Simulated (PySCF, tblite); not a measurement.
**C₄H₁₀PSi radical: geometry, infrared bands and EPR parameters**

Aim: predict the infrared bands and EPR parameters of C₄H₁₀PSi radical (`P[Si]1CCCC1`).

The runs use tblite 0.8.0 and PySCF 2.14.0, with density-fitted response routines of our own; the level of theory stands in each step. All values are computed, except where a source is named. Atoms are numbered from 0 throughout.

### 1 Starting geometry

16 atoms, charge 0, multiplicity 2; geometry from: force field or distance geometry start.

Bonds of the start (Å): P0–Si1 2.15, Si1–C2 1.88, C2–C3 1.53, C3–C4 1.49, C4–C5 1.51, C5–Si1 1.87, P0–H6 1.41, P0–H7 1.43, C2–H8 1.10, C2–H9 1.10, C3–H10 1.13, C3–H11 1.09, C4–H12 1.12, C4–H13 1.10, C5–H14 1.11, C5–H15 1.08.

### 2 Optimising the geometry with GFN2-xTB

Job settings and geometry (Å):

```
{"job": {"kind": "relax", "xc": "GFN2-xTB", "basis": "xTB"}, "charge": 0, "multiplicity": 2}
P      2.807200     0.363500    -0.056600
Si     0.828200     0.465100     0.769300
C     -0.089800    -1.170100     0.850100
C     -1.056100    -0.942500    -0.316900
C     -1.562800     0.453800    -0.234600
C     -0.389500     1.398800    -0.302200
H      3.251300    -0.848800    -0.631200
H      3.789700     1.284700     0.417100
H      0.596500    -2.002300     0.630800
H     -0.616400    -1.242200     1.817100
H     -1.915500    -1.647400    -0.119400
H     -0.647700    -1.254400    -1.280500
H     -2.198400     0.611200    -1.141100
H     -2.135000     0.669100     0.679800
H     -0.635900     2.342800     0.224900
H     -0.033300     1.527800    -1.317700
```

Run with:

```console
$ OMP_NUM_THREADS=1 python probes_run.py task.json out
```

One launch serves the whole session: the jobs run in the order shown.

Output:

```text
step      E/eV     max force
  0    -484.27831    3.162
  1    -484.59800    1.564
  2    -484.85855    1.776
  3    -485.19439    2.188
  4    -485.40826    1.565
  5    -485.51174    1.378
  6    -485.65006    1.011
  7    -485.69602    0.874
  8    -485.75431    0.484
  9    -485.77073    0.356
 10    -485.78709    0.321
 11    -485.79710    0.341
 12    -485.80944    0.347
 13    -485.81950    0.207
 14    -485.82665    0.198
 15    -485.83102    0.130
 16    -485.83427    0.162
 17    -485.83709    0.159
 18    -485.83978    0.119
 19    -485.84176    0.120
 20    -485.84323    0.097
 21    -485.84432    0.101
 22    -485.84524    0.100
 23    -485.84625    0.112
 24    -485.84766    0.162
 25    -485.84972    0.187
 26    -485.85243    0.166
 27    -485.85554    0.146
 28    -485.85866    0.157
 29    -485.86118    0.125
 30    -485.86288    0.106
 31    -485.86413    0.076
 32    -485.86516    0.079
 33    -485.86605    0.081
 34    -485.86690    0.071
 35    -485.86777    0.076
 36    -485.86868    0.073
 37    -485.86949    0.063
 38    -485.87002    0.068
 39    -485.87040    0.059
 40    -485.87073    0.044
 41    -485.87121    0.059
 42    -485.87159    0.060
 43    -485.87197    0.043
 44    -485.87227    0.045
 45    -485.87259    0.042
 46    -485.87293    0.048
 47    -485.87326    0.048
 48    -485.87363    0.061
 49    -485.87413    0.066
 50    -485.87481    0.065
 51    -485.87559    0.078
 52    -485.87629    0.069
 53    -485.87685    0.058
 54    -485.87742    0.061
 55    -485.87812    0.064
 56    -485.87882    0.078
 57    -485.87833    0.168
 58    -485.87962    0.082
 59    -485.87995    0.079
 60    -485.88172    0.098
 61    -485.88235    0.100
 62    -485.88351    0.066
 63    -485.88419    0.059
 64    -485.88526    0.077
 65    -485.88636    0.123
 66    -485.88697    0.188
 67    -485.88823    0.067
 68    -485.88887    0.074
 69    -485.88991    0.084
 70    -485.89103    0.098
 71    -485.89234    0.107
 72    -485.89365    0.079
 73    -485.89449    0.089
 74    -485.89506    0.069
 75    -485.89549    0.060
 76    -485.89593    0.057
 77    -485.89616    0.044
 78    -485.89649    0.036
 79    -485.89673    0.033
 80    -485.89691    0.025
 81    -485.89705    0.028
 82    -485.89717    0.027
 83    -485.89726    0.030
 84    -485.89735    0.023
 85    -485.89743    0.026
 86    -485.89750    0.024
 87    -485.89757    0.022
 88    -485.89766    0.019
 89    -485.89776    0.018
 90    -485.89784    0.019
 91    -485.89789    0.014
 92    -485.89792    0.013
 93    -485.89795    0.012
 94    -485.89797    0.011
 95    -485.89799    0.011
 96    -485.89801    0.010
 97    -485.89804    0.014
 98    -485.89807    0.015
 99    -485.89810    0.016
100    -485.89812    0.007
```

It took 0.56 s on 1 thread of Arm Neoverse V2, shared host.

Step by step: (not every step is listed)

| step | energy from step 0 (eV) | largest force (eV/Å) |
| --- | --- | --- |
| 0 | 0.0000 | 3.1622 |
| 1 | -0.3197 | 1.5642 |
| 2 | -0.5802 | 1.7765 |
| 3 | -0.9161 | 2.1877 |
| 4 | -1.1300 | 1.5647 |
| 5 | -1.2334 | 1.3779 |
| 6 | -1.3718 | 1.0111 |
| 7 | -1.4177 | 0.8744 |
| 8 | -1.4760 | 0.4837 |
| 16 | -1.5560 | 0.1618 |
| 24 | -1.5694 | 0.1616 |
| 32 | -1.5869 | 0.0793 |
| 40 | -1.5924 | 0.0438 |
| 48 | -1.5953 | 0.0614 |
| 56 | -1.6005 | 0.0778 |
| 64 | -1.6070 | 0.0768 |
| 72 | -1.6153 | 0.0788 |
| 80 | -1.6186 | 0.0249 |
| 88 | -1.6193 | 0.0193 |
| 95 | -1.6197 | 0.0107 |
| 96 | -1.6197 | 0.0103 |
| 97 | -1.6197 | 0.0136 |
| 98 | -1.6198 | 0.0153 |
| 99 | -1.6198 | 0.0158 |
| 100 | -1.6198 | 0.0067 |

Close pairs (by a distance rule), those that changed most:

| bond | before (Å) | after (Å) | change (Å) |
| --- | --- | --- | --- |
| P0–Si1 | 2.147 | 2.257 | +0.110 |
| Si1–C5 | 1.872 | 1.928 | +0.057 |
| Si1–C2 | 1.877 | 1.927 | +0.050 |
| P0–H7 | 1.428 | 1.384 | -0.043 |
| C3–C4 | 1.488 | 1.527 | +0.039 |
| C3–H10 | 1.129 | 1.092 | -0.037 |
| P0–H6 | 1.413 | 1.384 | -0.029 |
| C4–H12 | 1.118 | 1.092 | -0.026 |

The end geometry stands in the next job.

### 3 Vibrational analysis with GFN2-xTB

Job settings and geometry (Å):

```
{"job": {"kind": "ir", "xc": "GFN2-xTB", "basis": "xTB"}, "charge": 0, "multiplicity": 2}
P      2.864109     0.085399    -0.463538
Si     0.980811     0.362524     0.748849
C     -0.084726    -1.242569     0.736105
C     -1.134631    -0.954907    -0.333303
C     -1.576576     0.499530    -0.193263
C     -0.334305     1.383769    -0.223743
H      3.581504    -0.484115     0.573874
H      3.356202     1.350236    -0.190734
H      0.493363    -2.135075     0.500334
H     -0.570345    -1.413967     1.696454
H     -1.987868    -1.630889    -0.244898
H     -0.694148    -1.097358    -1.323265
H     -2.277286     0.771404    -0.985605
H     -2.087951     0.625237     0.763902
H     -0.544388     2.372066     0.179251
H      0.008638     1.517658    -1.251831
```

Output:

```text
mode    cm-1     km/mol
  1      61.2      0.90
  2      80.4      5.84
  3     110.4      4.99
  4     182.8      1.04
  5     267.6      0.38
  6     358.4     11.23
  7     467.5     27.55
  8     499.1     16.60
  9     656.4     18.49
 10     671.6     38.55
 11     691.1     14.38
 12     706.7     30.46
 13     726.1      9.91
 14     790.8     49.01
 15     893.2      1.41
 16     925.2      0.34
 17     947.9      1.83
 18    1026.3      0.96
 19    1043.3      4.34
 20    1110.1      1.96
 21    1113.7     17.04
 22    1144.7     17.45
 23    1185.7      0.60
 24    1207.4      2.59
 25    1254.9      0.99
 26    1261.9      1.62
 27    1324.7      0.35
 28    1339.1      3.96
 29    1468.0      0.49
 30    1471.7      2.93
 31    1495.2      1.30
 32    1503.3      0.48
 33    2295.9     68.39
 34    2381.2    150.15
 35    2955.7     21.03
 36    2957.9     10.55
 37    2968.3     37.55
 38    2975.7     43.54
 39    2980.4     67.69
 40    2989.4     74.54
 41    3000.0     17.57
 42    3013.7     32.04
```

Run time: 0.46 s. Hardware: 1 thread of Arm Neoverse V2, shared host.

Which atoms move in the most intense modes:

| cm⁻¹ | km/mol | atoms |
| --- | --- | --- |
| 672 | 38.5 | H7 40 %, C2 14 % |
| 791 | 49.0 | H8 18 %, H14 18 %, C5 14 %, C2 14 % |
| 2296 | 68.4 | H7 50 %, H6 47 % |
| 2381 | 150.2 | H6 50 %, H7 47 % |
| 2968 | 37.5 | H12 33 %, H15 28 %, H10 22 % |
| 2976 | 43.5 | H11 34 %, H10 28 %, H13 21 % |
| 2980 | 67.7 | H12 41 %, H13 36 %, H10 13 % |
| 2989 | 74.5 | H9 48 %, H8 30 % |

### 4 g tensor and hyperfine couplings: B3LYP/pcH-1

The job, as its differences from that of step 3:

```diff
@@ -1,2 +1,2 @@
-{"job": {"kind": "ir", "xc": "GFN2-xTB", "basis": "xTB"}, "charge": 0, "multiplicity": 2}
+{"job": {"kind": "epr", "basis": "pcH-1"}, "charge": 0, "multiplicity": 2}
 P      2.864109     0.085399    -0.463538
```

Level: UKS B3LYP, pcH-1 on C H P Si, non-relativistic, mean-field spin-orbit, GIAO.

Output:

```text
UKS, coarse grid
  cycle   1  E = -789.22561797  |g| = 3.82e-01
  cycle   2  E = -789.15272373  |g| = 5.21e-01
  cycle   3  E = -789.29667951  |g| = 4.94e-02
  cycle   4  E = -789.29784701  |g| = 1.89e-02
  cycle   5  E = -789.29803061  |g| = 6.19e-03
  cycle   6  E = -789.29805381  |g| = 1.40e-03
  cycle   7  E = -789.29805595  |g| = 3.69e-04
UKS, final grid
  cycle   1  E = -789.29809837  |g| = 3.96e-04
  cycle   2  E = -789.29809834  |g| = 4.87e-04
  cycle   3  E = -789.29809846  |g| = 4.67e-05
  cycle   4  E = -789.29809846  |g| = 1.91e-05
E = -789.29809846 Eh   <S^2> = 0.7521 (exact 0.7500)
g shifts (ppm)      1          2          3
  rmc          -149       -149       -149
  gc             21         64         72
  oz_so        -863       1343       4359
  total        -990       1258       4282
hyperfine (MHz)  atom isotope    a_iso     a_fc   dipolar eigenvalues
    0   31P     -19.23     -18.72    -61.44    -55.00    116.44
    1  29Si    -466.16    -466.89   -154.26     75.38     78.88
    2   13C      26.16      26.13     -5.15     -4.13      9.28
    3   13C      15.02      15.03     -1.54     -1.24      2.78
    4   13C       4.89       4.89     -0.93     -0.74      1.67
    5   13C      29.78      29.75     -5.15     -4.01      9.17
    6    1H      17.81      17.80     -4.22     -0.50      4.72
    7    1H      14.05      14.04     -4.18     -0.44      4.62
    8    1H       7.83       7.82     -3.47     -0.92      4.39
    9    1H      14.11      14.11     -4.46     -2.86      7.32
   10    1H      11.34      11.34     -1.46     -0.75      2.21
   11    1H      -0.69      -0.69     -1.89     -1.19      3.08
   12    1H       2.87       2.87     -1.28     -0.78      2.06
   13    1H      -0.60      -0.60     -1.90     -1.39      3.29
   14    1H       8.35       8.35     -4.25     -2.74      6.99
   15    1H      26.40      26.40     -3.77     -0.16      3.93
```

Wall time 67 s (1 thread of Arm Neoverse V2, shared host); peak memory 0.96 GiB.

Principal g values 2.00133, 2.00358, 2.00660; g(iso) = 2.00384, against 2.00232 for a free electron.

Hyperfine couplings; where a row names several nuclei, a(iso) is their mean (it holds for fast rotation or exchange) and the dipolar term the largest among them:

| nuclei | isotope | a(iso) (MHz) | a(iso) (G, at g = 2.0023) | largest dipolar term (MHz) |
| --- | --- | --- | --- | --- |
| Si1 | 29Si | -466.2 | -166.3 | -154.3 |
| C2, C5 | 13C | 28.0 | 10.0 | 9.3 |
| P0 | 31P | -19.2 | -6.9 | 116.4 |
| H6, H7 | 1H | 15.9 | 5.7 | 4.7 |
| H8, H9, H14, H15 | 1H | 14.2 | 5.1 | 7.3 |
| C3, C4 | 13C | 10.0 | 3.6 | 2.8 |
| H10, H11, H12, H13 | 1H | 3.2 | 1.2 | 3.3 |

Mulliken spin populations:

P0 0.12; Si1 0.82; C2 0.01; C3 0.01; C4 0.00; C5 0.01; H6 0.00; H7 0.00; H8 0.00; H9 0.00; H10 0.01; H11 0.00; H12 0.00; H13 0.00; H14 0.00; H15 0.01

In first order the couplings over 0.8 MHz of 31P, 1H give 150 distinct lines over 43.1 G, if the averaged nuclei exchange fast.

The fields below are evaluated on a grid from the run's orbitals.

ELF in a plane through or near 6 of the atoms.

Ten even steps from ' ' (0.00) to '@' (1.00):
```
                                                        
                                                        
                                                        
                      ==####--                          
                      %%@@@@##::                        
        --++==..      %%@@@@%%==..  ::==--              
      ::@@@@@@**      ==%%@@**++----##@@%%::            
      ++@@@@@@@@--....==##==..####**%%%%**..            
      ==@@@@@@@@++++==++%%%%##%%**++++--..              
        ==####==++@@**  ..==..::####--                  
        ..==++--++@@**....==..::**==++::                
      ..%%@@@@%%++++++==%%%%**%%++==**++::              
      --@@@@@@@@==..::++##++**++%%++####==..            
      ::@@@@@@@@::    ..==++--++==::==++--..            
        ++%%%%==        ::++####--    ....              
                        ..--++++::                      
                          ..::::..                      
                                                        
                                                        
                                                        
```
The map spans 12.3 Å across and 9.7 Å up, centred on the molecule. Atoms in the plane (x, y in Å): C2 (0.2, 1.4), C4 (1.5, -0.7), C5 (0.2, -1.4), H6 (-3.5, 0.9), H7 (-3.5, -1.1), H8 (-0.3, 2.2).

log10 of the density (e/Å³) in the same plane.

Values, 10 rows by 14 columns:
```
-4.0 -4.0 -4.0 -4.0 -4.0 -4.0 -4.0 -4.0 -4.0 -4.0 -4.0 -4.0 -4.0 -4.0
-4.0 -4.0 -4.0 -4.0 -4.0 -3.5 -2.7 -2.6 -3.1 -4.0 -4.0 -4.0 -4.0 -4.0
-4.0 -4.0 -3.2 -2.9 -3.0 -2.3 -0.9 -0.9 -1.7 -2.4 -3.0 -3.9 -4.0 -4.0
-4.0 -3.0 -1.7 -1.2 -1.7 -1.6 -0.2  0.2 -0.5 -0.9 -1.7 -3.1 -4.0 -4.0
-3.9 -2.5 -0.8  0.2 -0.5 -0.7 -0.2  0.1  0.0 -0.5 -1.6 -2.9 -4.0 -4.0
-4.0 -2.6 -1.2 -0.3 -0.2 -0.2 -0.3 -0.6  0.0 -0.2 -1.4 -2.7 -4.0 -4.0
-4.0 -2.7 -1.1  0.0 -0.9 -1.0 -0.2  1.2  0.1 -0.2 -1.2 -2.5 -4.0 -4.0
-4.0 -3.4 -2.2 -1.7 -2.1 -2.1 -0.9 -0.2 -0.8 -1.6 -2.1 -3.2 -4.0 -4.0
-4.0 -4.0 -3.7 -3.4 -3.5 -3.1 -2.1 -1.6 -2.0 -3.0 -3.7 -4.0 -4.0 -4.0
-4.0 -4.0 -4.0 -4.0 -4.0 -4.0 -3.6 -3.3 -3.6 -4.0 -4.0 -4.0 -4.0 -4.0
```
The map spans 12.3 Å across and 9.7 Å up, centred on the molecule. Atoms in the plane (x, y in Å): C2 (0.2, 1.4), C4 (1.5, -0.7), C5 (0.2, -1.4), H6 (-3.5, 0.9), H7 (-3.5, -1.1), H8 (-0.3, 2.2).

On the surface of density 0.002 e/bohr³ the electrostatic potential runs, from the 1st to the 99th percentile, from -0.82 V near P0 to 0.70 V near H7.

The spin density lies nearest to Si1 66 %; P0 13 %.

### 5 Results

| quantity | value |
| --- | --- |
| strongest single infrared mode (GFN2-xTB) | 2381 cm⁻¹, 150 km/mol |
| zero-point energy (GFN2-xTB) | 80.8 kcal/mol |
| g(iso) (B3LYP) | 2.00384 |
| ⟨S²⟩ | 0.752 (exact 0.75) |
| largest a(iso) (averaged by class) | 29Si on Si1, -466.2 MHz |
| surface potential, 1st and 99th percentile | -0.82 V and 0.70 V |

**Reading.** Over 100 steps the energy fell by 1.620 eV; of the close pairs, P0–Si1 changed most, 2.147 to 2.257 Å. All 42 modes are real, so the xTB geometry is a minimum. The strongest single mode, at 2381 cm⁻¹, moves mainly H6 and H7. Unscaled tight-binding wavenumbers are off by several per cent, some by more. Its intensities can rank the bands wrongly. Most of the unpaired spin sits on Si1 (0.82 e). The isotropic g lies 1.5 ppt above the free-electron value.
